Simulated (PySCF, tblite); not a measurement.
# C₆H₁₁NP+: geometry, infrared bands and NMR shifts

Wanted: the infrared bands and NMR shifts of C₆H₁₁NP+ (`CN[P+]1(C)C=CC=C1`), by calculation.

Computed with tblite 0.8.0 and PySCF 2.14.0, with density-fitted response routines of our own, on a single molecule in the gas phase. Atoms are numbered from 0 throughout.

## (1) The molecule as given

19 atoms, charge 1, multiplicity 1; geometry from: force field or distance geometry start.

Bonds of the start (Å): C0–N1 1.44, N1–P2 1.63, P2–C3 1.78, P2–C4 1.74, C4–C5 1.35, C5–C6 1.44, C6–C7 1.34, C7–P2 1.74, C0–H8 1.09, C0–H9 1.09, C0–H10 1.10, N1–H11 1.03, C3–H12 1.08, C3–H13 1.09, C3–H14 1.09, C4–H15 1.09, C5–H16 1.09, C6–H17 1.08, C7–H18 1.08.

## (2) Geometry optimisation with GFN2-xTB

What the job is given:

```
{"job": {"kind": "relax", "xc": "GFN2-xTB", "basis": "xTB"}, "charge": 1, "multiplicity": 1}
C     -2.468000    -0.558900     0.594900
N     -1.126400    -0.455400     1.099000
P      0.053600     0.206900     0.193300
C     -0.283600     1.888300    -0.280900
C      1.655100     0.136600     0.862800
C      2.482100    -0.534500     0.036300
C      1.839300    -1.004000    -1.169100
C      0.541500    -0.675500    -1.222000
H     -2.852600     0.426600     0.315700
H     -2.520600    -1.214000    -0.273500
H     -3.142400    -0.964800     1.363300
H     -0.870600    -1.365200     1.509400
H      0.535400     2.309400    -0.843100
H     -0.422900     2.507500     0.609800
H     -1.191600     1.958600    -0.880400
H      1.962100     0.567800     1.811200
H      3.535800    -0.708400     0.241400
H      2.369200    -1.566900    -1.926100
H     -0.105300    -0.944800    -2.049500
```

Run with:

```bash
> OMP_NUM_THREADS=1 python probes_run.py task.json out
```

One launch serves the whole session: the jobs run in the order shown.

**Question.** This job is followed by: GFN2-xTB harmonic vibrations, gas phase; GIAO PBE0/pcSseg-1 NMR shielding, non-relativistic, gas phase. Predict these results of the whole session: strongest single infrared mode (GFN2-xTB); zero-point energy (GFN2-xTB); 13C shifts against TMS (PBE0/pcSseg-1, means over atoms taken as alike); 1H shifts against TMS (PBE0/pcSseg-1, means over atoms taken as alike); 15N shifts against NH3 (PBE0/pcSseg-1); 31P shifts against H3PO4 (PBE0/pcSseg-1).

The runs gave:

| quantity | value |
| --- | --- |
| strongest single infrared mode (GFN2-xTB) | 597 cm⁻¹, 114 km/mol |
| zero-point energy (GFN2-xTB) | 96.9 kcal/mol |
| 13C shifts against TMS (PBE0/pcSseg-1, means over atoms taken as alike) | 161.0, 128.5, 31.1, 7.4 ppm |
| 1H shifts against TMS (PBE0/pcSseg-1, means over atoms taken as alike) | 7.80, 6.57, 3.18, 2.42, 2.11 ppm |
| 15N shifts against NH3 (PBE0/pcSseg-1) | 34.5 ppm |
| 31P shifts against H3PO4 (PBE0/pcSseg-1) | 53.6 ppm |

Relaxing lowered the energy by 0.292 eV in 86 steps; the close pair that moved most is P2–C7, from 1.738 to 1.813 Å. All 51 modes are real, so the xTB geometry is a minimum. The strongest single mode, at 597 cm⁻¹, moves mainly H11. Unscaled tight-binding wavenumbers are off by several per cent, some by more. Its intensities can rank the bands wrongly. At PBE0/pcSseg-1: Shielding is most anisotropic at C5, C6 (span 244 ppm, paramagnetic term -229 ppm).
